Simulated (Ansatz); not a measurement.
AsRu:

```
Ru As
1.0
     5.73150    0.00000    0.00000
     0.00000    3.34278    0.00000
     0.00000    0.00000    6.36869
Ru As
4 4
Direct
  0.00543 0.75000 0.20446
  0.99457 0.25000 0.79554
  0.50543 0.75000 0.29554
  0.49457 0.25000 0.70446
  0.80378 0.75000 0.56990
  0.19622 0.25000 0.43010
  0.30378 0.75000 0.93010
  0.69622 0.25000 0.06990
```

The cell is a database's computed one.

| Property | Result |
| --- | --- |
| Program | Ansatz 0.2.0 |
| Task | relaxation of cell and atoms |
| Functional | RPBE |
| Potentials or basis | Ansatz PAW |
| Cutoff | 420 eV (not typed: the program's choice for these potentials) |
| k mesh | 5 × 8 × 4 |
| Occupations | fermi-dirac, width 0.05 eV |
| Spin | no spin polarisation |

At the start: volume 15.25 Å³/atom.

Problem. Where does the relaxation end?

Solution. It ends after 7 steps and the volume is 15.73 Å³/atom (+3.1 %); space group Pnma (No. 62, to 0.05 Å).

Step by step:
```
step  energy change (eV)  largest force (eV/Å)  volume (Å³)
   1              0.0000                0.1985       122.02
   2             -0.0616                0.0615       127.69
   3             -0.0753                0.0694       126.00
   4             -0.0764                0.0470       125.87
   5             -0.0782                0.0264       125.80
   6             -0.0783                0.0041       125.85
   7             -0.0796                0.0041       125.85
```

Final structure:
```
CELL_PARAMETERS angstrom
5.76482 0.00000 0.00000
0.00000 3.39778 0.00000
0.00000 0.00000 6.42500
ATOMIC_POSITIONS crystal
Ru 0.00064 0.75000 0.20350
Ru 0.99936 0.25000 0.79650
Ru 0.50064 0.75000 0.29650
Ru 0.49936 0.25000 0.70350
As 0.80383 0.75000 0.57022
As 0.19617 0.25000 0.42978
As 0.30383 0.75000 0.92978
As 0.69617 0.25000 0.07022
```

Caveat: the plane-wave basis is chosen anew once the cell has moved, so the energies of steps on either side of that aren't comparable; the PAW data sets come from PBE, with cores solved anew for the run's functional, which leaves a small shift of forces and pressure.
